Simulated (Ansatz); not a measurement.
# Molecular dynamics of AlZn2SbH12O12

input.yaml

```yaml
accuracy: low
crystal:
  lattice:
    - [5.564092, 0.0, 0.0]
    - [-2.782046, 4.818645, 0.0]
    - [0.0, 0.0, 10.099332]
  atoms:
    - { symbol: Al, position: [0.0, 0.0, 0.0] }
    - { symbol: Zn, position: [0.6666667, 0.3333333, 0.993955] }
    - { symbol: Zn, position: [0.3333333, 0.6666667, 0.006045] }
    - { symbol: Sb, position: [0.0, 0.0, 0.5] }
    - { symbol: H, position: [0.541165, 0.871095, 0.611375] }
    - { symbol: H, position: [0.458835, 0.128905, 0.388625] }
    - { symbol: H, position: [0.32993, 0.458835, 0.611375] }
    - { symbol: H, position: [0.67007, 0.541165, 0.388625] }
    - { symbol: H, position: [0.128905, 0.67007, 0.611375] }
    - { symbol: H, position: [0.871095, 0.32993, 0.388625] }
    - { symbol: H, position: [0.691601, 0.714683, 0.800303] }
    - { symbol: H, position: [0.308399, 0.285317, 0.199697] }
    - { symbol: H, position: [0.023082, 0.308399, 0.800303] }
    - { symbol: H, position: [0.976918, 0.691601, 0.199697] }
    - { symbol: H, position: [0.285317, 0.976918, 0.800303] }
    - { symbol: H, position: [0.714683, 0.023082, 0.199697] }
    - { symbol: O, position: [0.695352, 0.697578, 0.89906] }
    - { symbol: O, position: [0.304648, 0.302422, 0.10094] }
    - { symbol: O, position: [0.002226, 0.304648, 0.89906] }
    - { symbol: O, position: [0.997774, 0.695352, 0.10094] }
    - { symbol: O, position: [0.302422, 0.997774, 0.89906] }
    - { symbol: O, position: [0.697578, 0.002226, 0.10094] }
    - { symbol: O, position: [0.659891, 0.780723, 0.618903] }
    - { symbol: O, position: [0.340109, 0.219277, 0.381097] }
    - { symbol: O, position: [0.120832, 0.340109, 0.618903] }
    - { symbol: O, position: [0.879168, 0.659891, 0.381097] }
    - { symbol: O, position: [0.219277, 0.879168, 0.618903] }
    - { symbol: O, position: [0.780723, 0.120832, 0.381097] }
basis:
  ecutwfc: 420.0
kpoints:
  mp_grid: { grid: [2, 2, 1] }
hamiltonian:
  xc: pbesol
scf:
  occupations: { method: fermi_dirac, width: 0.05 }
  lower_state_search: "off"
md:
  timestep: 0.5
  n_steps: 80
  ensemble: npt_langevin
  temperature: 1500.0
  initial_velocities: maxwell_boltzmann
  seed: 47329
  friction: 0.05
  pressure: 20.0
  fix_cell: [shape]
```

Launched with:

```bash
$ ansatz run input.yaml --threads 1 --pin off --max-ram 3072MiB --backend cpu --events-out ev --progress --plain --runs-dir out
```

It starts from an unrelaxed structure (largest force component 0.57 eV/Å).

Output, in part (step lines):

```
md step     0: t =     0.00 fs  T =  1446.4 K  F+E_penalty+E_count = -20419.11804156 eV  E_kin = 5.235030 eV  conserved = -20380.80588439 eV  P_inst = -7.2177 GPa  V = 270.7771 Å³  selection 1  (10 SCF iters)
md step     1: t =     0.50 fs  T =  1415.4 K  F+E_penalty+E_count = -20419.04474134 eV  E_kin = 5.122600 eV  conserved = -20380.80604946 eV  P_inst = -7.2580 GPa  V = 270.7653 Å³  selection 1  (9 SCF iters)
md step     2: t =     1.00 fs  T =  1278.9 K  F+E_penalty+E_count = -20418.87382071 eV  E_kin = 4.628648 eV  conserved = -20380.80413816 eV  P_inst = -7.1835 GPa  V = 270.7613 Å³  selection 1  (9 SCF iters)
md step     3: t =     1.50 fs  T =  1253.8 K  F+E_penalty+E_count = -20418.63731598 eV  E_kin = 4.537899 eV  conserved = -20380.80085387 eV  P_inst = -6.8080 GPa  V = 270.7528 Å³  selection 1  (9 SCF iters)
md step     4: t =     2.00 fs  T =  1192.2 K  F+E_penalty+E_count = -20418.37946547 eV  E_kin = 4.315035 eV  conserved = -20380.79705602 eV  P_inst = -6.5519 GPa  V = 270.7122 Å³  selection 1  (9 SCF iters)
md step     5: t =     2.50 fs  T =  1186.9 K  F+E_penalty+E_count = -20418.17965837 eV  E_kin = 4.295581 eV  conserved = -20380.79678634 eV  P_inst = -6.3932 GPa  V = 270.6589 Å³  selection 1  (7 SCF iters)
md step     6: t =     3.00 fs  T =  1110.0 K  F+E_penalty+E_count = -20418.03836729 eV  E_kin = 4.017378 eV  conserved = -20380.79790562 eV  P_inst = -6.6353 GPa  V = 270.5926 Å³  selection 1  (8 SCF iters)
md step     7: t =     3.50 fs  T =  1004.7 K  F+E_penalty+E_count = -20417.93180538 eV  E_kin = 3.636119 eV  conserved = -20380.79819259 eV  P_inst = -7.0397 GPa  V = 270.4946 Å³  selection 1  (8 SCF iters)
[... lines left out ...]
```

The steps, from the saved trajectory:

| time (fs) | T (K) | potential energy less start (eV) | conserved less start (meV/atom) | P (GPa) | volume (Å³) |
| --- | --- | --- | --- | --- | --- |
| 0.0 | 1446 | 0.000 | 0.00 | -7.2 | 270.8 |
| 1.0 | 1279 | 0.244 | 0.06 | -7.2 | 270.8 |
| 2.0 | 1192 | 0.739 | 0.32 | -6.6 | 270.7 |
| 3.0 | 1110 | 1.080 | 0.28 | -6.6 | 270.6 |
| 4.0 | 943 | 1.259 | 0.17 | -7.3 | 270.4 |
| 5.0 | 958 | 1.458 | 0.15 | -7.3 | 270.1 |
| 6.0 | 824 | 1.735 | 0.16 | -6.7 | 269.8 |
| 7.0 | 796 | 1.995 | 0.36 | -5.8 | 269.4 |
| 8.0 | 801 | 2.007 | 0.17 | -5.2 | 268.8 |
| 9.0 | 776 | 1.992 | 0.22 | -4.6 | 268.1 |
| 10.0 | 804 | 1.994 | 0.28 | -4.1 | 267.3 |
| 11.0 | 778 | 2.032 | 0.12 | -3.8 | 266.6 |
| 12.0 | 938 | 2.094 | 0.21 | -3.5 | 265.8 |
| 13.0 | 880 | 2.063 | 0.22 | -3.6 | 264.9 |
| 14.0 | 869 | 1.956 | 0.09 | -3.8 | 263.9 |
| 15.0 | 991 | 1.917 | 0.02 | -3.5 | 262.9 |
| 16.0 | 1011 | 2.098 | 0.19 | -2.8 | 261.8 |
| 17.0 | 1055 | 2.272 | 0.06 | -1.9 | 260.7 |
| 18.0 | 1030 | 2.452 | -0.07 | -1.3 | 259.7 |
| 19.0 | 893 | 2.556 | 0.23 | -1.1 | 258.5 |
| 20.0 | 900 | 2.498 | -0.13 | -1.5 | 257.4 |
| 21.0 | 880 | 2.636 | 0.04 | -1.5 | 256.3 |
| 22.0 | 946 | 2.814 | 0.21 | -0.6 | 255.0 |
| 23.0 | 930 | 2.827 | 0.07 | 0.7 | 253.8 |
| 24.0 | 1071 | 2.743 | 0.06 | 2.1 | 252.5 |
| 25.0 | 1180 | 2.610 | -0.17 | 2.7 | 251.3 |
| 26.0 | 1266 | 2.654 | -0.35 | 3.2 | 249.9 |
| 27.0 | 1128 | 3.153 | -0.21 | 3.6 | 248.4 |
| 28.0 | 1047 | 3.697 | 0.51 | 3.8 | 247.0 |
| 29.0 | 1199 | 3.419 | 0.05 | 3.4 | 245.6 |
| 30.0 | 1242 | 3.021 | -0.14 | 2.4 | 244.3 |
| 31.0 | 1208 | 2.908 | 0.07 | 2.5 | 242.9 |
| 32.0 | 1159 | 2.948 | 0.07 | 3.9 | 241.6 |
| 33.0 | 1088 | 3.153 | -0.02 | 5.8 | 240.3 |
| 34.0 | 1105 | 3.501 | 0.32 | 7.7 | 239.0 |
| 35.0 | 1250 | 3.563 | 0.28 | 8.8 | 237.6 |
| 36.0 | 1217 | 3.427 | 0.06 | 8.7 | 236.4 |
| 37.0 | 1093 | 3.199 | -0.03 | 7.7 | 235.3 |
| 38.0 | 1165 | 3.258 | -0.19 | 7.3 | 234.2 |
| 39.0 | 997 | 3.637 | 0.37 | 7.9 | 233.0 |
| 40.0 | 1011 | 3.681 | 0.41 | 8.5 | 231.8 |

The run went to its last step. The conserved energy stayed within 0.62 meV per atom of its start (net change 0.41 meV per atom), so the integration is sound. The mean temperature of the second half is 27 % below the set value. A run of 0.04 ps of so small a system gives no equilibrium averages. Limits of this set-up: coarse k mesh, low accuracy level. The cell's volume went from 271 to 232 Å³.

Mean squared displacements from the first frame to the last, about the centre of mass, the cell's change included: Al 0.08 Å², Zn 0.13 Å², Sb 0.04 Å², H 0.17 Å², O 0.07 Å².

Last frame:

```xyz
28
Lattice="5.2833 0.0000 0.0000 -2.6417 4.5755 0.0000 0.0000 0.0000 9.5897" Properties=species:S:1:pos:R:3
Al 0.104 -0.032 -0.006
Zn 2.722 1.522 9.469
Zn -0.061 2.937 0.121
Sb -0.020 0.151 4.831
H 0.586 4.088 5.794
H 2.147 0.821 3.958
H 0.745 1.971 6.160
H 1.958 2.967 3.456
H -0.808 3.308 5.674
H 4.120 1.513 3.304
H 1.780 3.359 7.642
H 1.304 1.112 1.916
H -0.222 1.603 7.538
H 3.595 3.236 1.912
H -1.169 4.113 7.521
H 3.792 0.069 1.885
O 1.774 3.216 8.640
O 1.169 1.437 0.926
O -0.669 1.652 8.534
O 3.542 3.204 0.857
O -1.047 4.484 8.430
O 3.922 -0.177 0.915
O 1.363 3.695 5.901
O 1.266 1.183 3.646
O -0.164 1.653 5.983
O 2.988 3.145 3.535
O -1.163 4.097 6.075
O 3.812 0.557 3.404
```

Time of the run: 8.1 min on 1 thread of Arm Neoverse V1, with other jobs on the host, peak memory 0.63 GiB.
